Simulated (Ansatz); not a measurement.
# C₂H₇NSi: a ladder of functionals and wavefunction methods

How much do the methods differ for C₂H₇NSi? The plan is to run it at one geometry with functionals of several rungs and with coupled cluster, and see how far each lands from CCSD(T) at the basis-set limit for the atomisation energy.

Computed with Ansatz 0.2.0, Gaussian basis. Level: functionals in def2-TZVPP, the program's frozen cores in correlated methods.

Plan: LDA (SPW92), PBE-D4, revPBE-D4, BLYP-D4, r2SCAN-D4, B97M-V, PBE0-D4, B3LYP-D4, r2SCANh-D4, r2SCAN0-D4, HSE06-D4, BHLYP-D4, CAM-B3LYP-D4, LC-ωPBE, ωB97X-V, ωB97M-V, B2PLYP, PBE-QIDH; CCSD(T)/def2-SVP; CCSD(T)/def2-TZVPP; MP2/def2-QZVPP; extrapolation to the limit; RPA on PBE.

## 1. The geometry

The geometry comes from an earlier relaxation with PBE0-D4 in a triple-zeta def2 set; it is a stationary point, not always the lowest conformer.

SMILES `C1NC[SiH2]1`, 11 atoms, charge 0, spin multiplicity 1.

Atoms are counted from 1 here; the program's logs count them from 0.

Bond lengths: C1–N2 1.475 Å, C1–Si4 1.890 Å, C1–H5 1.091 Å, C1–H6 1.100 Å, N2–C3 1.475 Å, N2–H7 1.013 Å, C3–Si4 1.890 Å, C3–H8 1.100 Å, C3–H9 1.091 Å, Si4–H10 1.489 Å, Si4–H11 1.486 Å. Angles: N2–C1–Si4 85.8°, N2–C1–H5 113.5°, N2–C1–H6 114.4°, Si4–C1–H5 120.7°, Si4–C1–H6 112.2°, H5–C1–H6 108.9°, C1–N2–C3 103.9°, C1–N2–H7 114.9°, C3–N2–H7 114.9°, N2–C3–Si4 85.8°, N2–C3–H8 114.4°, N2–C3–H9 113.5°, Si4–C3–H8 112.2°, Si4–C3–H9 120.7°, H8–C3–H9 108.9°, C1–Si4–C3 75.8°, C1–Si4–H10 119.6°, C1–Si4–H11 114.9° and more.

## 2. LDA

This LDA is Slater exchange with PW92 correlation.

File in.yaml:

```yaml
crystal:
  periodic: [false, false, false]
  atoms:
    - {symbol: C, position_ang: [-0.373901, 1.096156, -0.261318]}
    - {symbol: N, position_ang: [-0.498306, 0.315307, 0.983691]}
    - {symbol: C, position_ang: [0.380275, -0.848142, 0.760714]}
    - {symbol: Si, position_ang: [0.079859, -0.545385, -1.080323]}
    - {symbol: H, position_ang: [-1.289014, 1.623010, -0.537322]}
    - {symbol: H, position_ang: [0.463598, 1.809587, -0.269306]}
    - {symbol: H, position_ang: [-0.310080, 0.834460, 1.832421]}
    - {symbol: H, position_ang: [1.431334, -0.685287, 1.042139]}
    - {symbol: H, position_ang: [0.023512, -1.760755, 1.241382]}
    - {symbol: H, position_ang: [1.223742, -0.601768, -2.031834]}
    - {symbol: H, position_ang: [-1.065617, -1.294182, -1.659544]}
basis:
  gaussian: {orbitals: def2-TZVPP}
hamiltonian: {xc: lda}
output: {orbitals: {seedname: orbitals}}
```

The run is started by

```console
> ansatz run in.yaml --threads 2 --pin off --events-out ev --progress --plain --max-ram 4352MiB
```

The runs that follow: PBE-D4 (GGA); revPBE-D4 (GGA); BLYP-D4 (GGA); r2SCAN-D4 (meta-GGA); B97M-V (meta-GGA); B3LYP-D4 (hybrid); r2SCANh-D4 (hybrid); r2SCAN0-D4 (hybrid); HSE06-D4 (hybrid); BHLYP-D4 (hybrid); CAM-B3LYP-D4 (range-separated); LC-ωPBE (range-separated); ωB97X-V (range-separated); ωB97M-V (range-separated); B2PLYP (double hybrid); PBE-QIDH (double hybrid); CCSD(T) in def2-SVP; CCSD(T) in def2-TZVPP; MP2 in def2-QZVPP; RPA on PBE orbitals.

Before running them: what should the planned runs give, taken together? Wanted: atomisation energy, CCSD(T)/CBS; farthest beyond LDA; mean size of error, GGA; mean size of error, meta-GGA; mean size of error, hybrid; mean size of error, range-separated; mean size of error, double hybrid; gap, smallest and largest; T1 diagnostic.

The runs gave:

```
                               quantity                                                              value
        atomisation energy, CCSD(T)/CBS                                                     935.9 kcal/mol
functionals within 4.7 kcal/mol (0.5 %)  revPBE-D4, BLYP-D4, r2SCAN-D4, B97M-V, PBE0-D4, B3LYP-D4, LC-ωPBE
                    farthest beyond LDA                                          BHLYP-D4 (-22.0 kcal/mol)
                mean size of error, GGA                                                       7.3 kcal/mol
           mean size of error, meta-GGA                                                       1.1 kcal/mol
             mean size of error, hybrid                                                       8.3 kcal/mol
    mean size of error, range-separated                                                       4.6 kcal/mol
      mean size of error, double hybrid                                                       7.4 kcal/mol
              gap, smallest and largest                          4.44 eV (LDA (SPW92)), 11.64 eV (LC-ωPBE)
                          T1 diagnostic                                                             0.0103
triples share of the correlation energy                                                              3.9 %
```

**Reading.** LDA overbinds by 133.6 kcal/mol (14 %). PBE-D4 is off by +17.8 kcal/mol. Double hybrids carry the basis error of their MP2 part in triple zeta, and no dispersion term here, so their miss is partly the set-up's. The rungs meta-GGA, range-separated miss on average by less than the doubt on the reference (4.7 kcal/mol), so they tie. The reference freezes the cores and leaves out relativity and excitations past (T), so misses under about 4.7 kcal/mol can't be ranked. Hartree-Fock recovers 72 % of the binding; the rest is correlation. CCSD(T) in def2-SVP is off by -54.5 kcal/mol, which most functionals beat. The gap grows from 4.4 to 11.6 eV across the functionals, mostly with the share of exact exchange.
